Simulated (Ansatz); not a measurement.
# Si3N4: the cost of one run

Program: Ansatz 0.2.0. Level of theory: DFT PBEsol, scalar-relativistic, plane waves, PAW. These are calculated values, not measurements.

1 further run of the same task is left out (set aside as unsound or not needed).

**1. Starting point**

It takes space group P6_3/m (No. 176, hexagonal). The conventional cell has a = 7.664 Å, b = 7.664 Å, c = 2.926 Å, α = 90.00°, β = 90.00°, γ = 120.00°. Si (site symmetry m) is surrounded by 4 N at 1.74 to 1.75 Å. N (site symmetry m) is surrounded by 3 Si at 1.75 Å. N (site symmetry -6) has 3 Si at 1.74 Å as nearest neighbours.

Coordinates:

```
CELL_PARAMETERS angstrom
7.66362 0.00000 0.00000
-3.83181 6.63689 0.00000
0.00000 0.00000 2.92644
ATOMIC_POSITIONS crystal
Si 0.76891 0.17501 0.25000
Si 0.59390 0.76891 0.75000
Si 0.82499 0.59390 0.25000
Si 0.23109 0.82499 0.75000
Si 0.40610 0.23109 0.25000
Si 0.17501 0.40610 0.75000
N 0.03083 0.33000 0.25000
N 0.70083 0.03083 0.75000
N 0.67000 0.70083 0.25000
N 0.96917 0.67000 0.75000
N 0.29917 0.96917 0.25000
N 0.33000 0.29917 0.75000
N 0.66667 0.33333 0.25000
N 0.33333 0.66667 0.75000
```

This cell was relaxed beforehand with the same method: volume 10.63 Å³/atom, gap on the mesh 4.27 eV.

**2. Relaxing with PBEsol**

Contents of input.yaml:

```yaml
crystal:
  lattice:
    - [7.6636192821, 0.0, 0.0]
    - [-3.8318096411, 6.6368889832, 0.0]
    - [0.0, 0.0, 2.926435433]
  atoms:
    - { symbol: Si, position: [0.7689127088, 0.1750130393, 0.25] }
    - { symbol: Si, position: [0.5938996695, 0.7689127088, 0.75] }
    - { symbol: Si, position: [0.8249869607, 0.5938996695, 0.25] }
    - { symbol: Si, position: [0.2310872912, 0.8249869607, 0.75] }
    - { symbol: Si, position: [0.4061003305, 0.2310872912, 0.25] }
    - { symbol: Si, position: [0.1750130393, 0.4061003305, 0.75] }
    - { symbol: "N", position: [0.0308339517, 0.3300008783, 0.25] }
    - { symbol: "N", position: [0.7008330734, 0.0308339517, 0.75] }
    - { symbol: "N", position: [0.6699991217, 0.7008330734, 0.25] }
    - { symbol: "N", position: [0.9691660483, 0.6699991217, 0.75] }
    - { symbol: "N", position: [0.2991669266, 0.9691660483, 0.25] }
    - { symbol: "N", position: [0.3300008783, 0.2991669266, 0.75] }
    - { symbol: "N", position: [0.6666666667, 0.3333333333, 0.25] }
    - { symbol: "N", position: [0.3333333333, 0.6666666667, 0.75] }
basis:
  ecutwfc: 420
kpoints:
  mp_grid: { grid: [6, 6, 8] }
hamiltonian:
  xc: pbesol
scf:
  occupations: { method: gaussian, width: 0.02 }
output:
  forces: true
  stress: true
  eigenvalues: true
relax:
  adjacent_minimum: "off"
  f_tol: 0.005
  max_steps: 50
  cell: { stress_tol: 0.05 }
```

Started as:

```bash
$ ansatz run input.yaml --threads 4 --pin off --max-ram 10240MiB --backend cpu --events-out ev --progress --plain --runs-dir out
```

What time and memory should one allow on 4 threads of Arm Neoverse N1, shared host?

About 71 s, with a peak of 0.62 GiB.
